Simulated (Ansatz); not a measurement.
# CH8BNSi: one species, many methods

How much do the methods differ for CH8BNSi? The plan is to run it at one geometry with functionals of several rungs and with coupled cluster, and see how far each lands from CCSD(T) at the basis-set limit for the atomisation energy.

Program: Ansatz 0.2.0, Gaussian basis. Level of theory: functionals in def2-TZVPP, the program's frozen cores in correlated methods. These are calculated values, not measurements.

The runs, in order: LDA (SPW92), PBE-D4, revPBE-D4, BLYP-D4, r2SCAN-D4, B97M-V, PBE0-D4, B3LYP-D4, r2SCANh-D4, r2SCAN0-D4, HSE06-D4, BHLYP-D4, CAM-B3LYP-D4, LC-ωPBE, ωB97X-V, ωB97M-V, B2PLYP, PBE-QIDH; CCSD(T)/def2-SVP; CCSD(T)/def2-TZVPP; MP2/def2-QZVPP; extrapolation to the limit; RPA on PBE.

## (1) Structure used throughout

The geometry comes from an earlier relaxation with PBE0-D4 in a triple-zeta def2 set; it is a stationary point, not always the lowest conformer.

SMILES `CB(N)[SiH3]`, 12 atoms, charge 0, spin multiplicity 1.

Atoms are counted from 1 here; the program's logs count them from 0.

Bond lengths: C1–B2 1.573 Å, C1–H5 1.095 Å, C1–H6 1.095 Å, C1–H7 1.095 Å, B2–N3 1.392 Å, B2–Si4 2.029 Å, N3–H8 1.006 Å, N3–H9 1.009 Å, Si4–H10 1.492 Å, Si4–H11 1.492 Å, Si4–H12 1.495 Å. Angles: B2–C1–H5 110.8°, B2–C1–H6 113.7°, B2–C1–H7 110.7°, H5–C1–H6 107.9°, H5–C1–H7 105.5°, H6–C1–H7 107.9°, C1–B2–N3 120.4°, C1–B2–Si4 121.5°, N3–B2–Si4 118.1°, B2–N3–H8 123.8°, B2–N3–H9 122.7°, H8–N3–H9 113.5°, B2–Si4–H10 111.7°, B2–Si4–H11 111.6°, B2–Si4–H12 112.3°, H10–Si4–H11 106.6°, H10–Si4–H12 107.2°, H11–Si4–H12 107.2°.

## (2) LDA

This LDA is Slater exchange with PW92 correlation.

Contents of in.yaml:

```yaml
crystal:
  periodic: [false, false, false]
  atoms:
    - {symbol: C, position_ang: [-1.010091, 1.258062, -0.121206]}
    - {symbol: B, position_ang: [-0.126340, 0.025710, 0.294811]}
    - {symbol: N, position_ang: [-0.182757, -0.475035, 1.592430]}
    - {symbol: Si, position_ang: [1.120763, -0.879623, -1.024431]}
    - {symbol: H, position_ang: [-1.665119, 1.000579, -0.960418]}
    - {symbol: H, position_ang: [-1.637806, 1.643740, 0.688731]}
    - {symbol: H, position_ang: [-0.382670, 2.080781, -0.480726]}
    - {symbol: H, position_ang: [0.359045, -1.259238, 1.913742]}
    - {symbol: H, position_ang: [-0.778558, -0.079883, 2.303970]}
    - {symbol: H, position_ang: [2.136095, 0.071539, -1.564362]}
    - {symbol: H, position_ang: [0.377936, -1.422717, -2.199429]}
    - {symbol: H, position_ang: [1.866601, -2.019115, -0.408911]}
basis:
  gaussian: {orbitals: def2-TZVPP}
hamiltonian: {xc: lda}
output: {orbitals: {seedname: orbitals}}
```

Run with:

```bash
$ ansatz run in.yaml --threads 2 --pin off --events-out ev --progress --plain --max-ram 4352MiB
```

After this run come: PBE-D4 (GGA); revPBE-D4 (GGA); BLYP-D4 (GGA); r2SCAN-D4 (meta-GGA); B97M-V (meta-GGA); B3LYP-D4 (hybrid); r2SCANh-D4 (hybrid); r2SCAN0-D4 (hybrid); HSE06-D4 (hybrid); BHLYP-D4 (hybrid); CAM-B3LYP-D4 (range-separated); LC-ωPBE (range-separated); ωB97X-V (range-separated); ωB97M-V (range-separated); B2PLYP (double hybrid); PBE-QIDH (double hybrid); CCSD(T) in def2-SVP; CCSD(T) in def2-TZVPP; MP2 in def2-QZVPP; RPA on PBE orbitals.

**Question.** What will the summary of the whole plan be? Wanted: atomisation energy, CCSD(T)/CBS; farthest beyond LDA; mean size of error, GGA; mean size of error, meta-GGA; mean size of error, hybrid; mean size of error, range-separated; mean size of error, double hybrid; gap, smallest and largest; T1 diagnostic.

**Answer**, as computed:

```
                               quantity                                                       value
        atomisation energy, CCSD(T)/CBS                                                   43.900 eV
    functionals within 0.220 eV (0.5 %)  BLYP-D4, r2SCAN-D4, PBE0-D4, r2SCANh-D4, HSE06-D4, LC-ωPBE
                    farthest beyond LDA                                          PBE-D4 (+0.563 eV)
                mean size of error, GGA                                                    0.304 eV
           mean size of error, meta-GGA                                                    0.230 eV
             mean size of error, hybrid                                                    0.232 eV
    mean size of error, range-separated                                                    0.278 eV
      mean size of error, double hybrid                                                    0.266 eV
              gap, smallest and largest                   5.25 eV (LDA (SPW92)), 12.46 eV (LC-ωPBE)
                          T1 diagnostic                                                      0.0125
triples share of the correlation energy                                                       3.6 %
```

In words: LDA overbinds by 5.491 eV (13 %). PBE-D4 is off by +0.563 eV. Double hybrids carry the basis error of their MP2 part in triple zeta, and no dispersion term here, so their miss is partly the set-up's. Taken by rung, meta-GGA functionals do best (0.230 eV on average) and GGA ones worst beyond LDA (0.304 eV). The gap between the best rungs is small, so their order is not settled. The reference freezes the cores and leaves out relativity and excitations past (T), so misses under about 0.220 eV can't be ranked. Hartree-Fock recovers 75 % of the binding; the rest is correlation. CCSD(T) in def2-SVP is off by -2.196 eV, more than most functionals: a good method in a small basis is no reference. The gap grows from 5.3 to 12.5 eV across the functionals, mostly with the share of exact exchange.
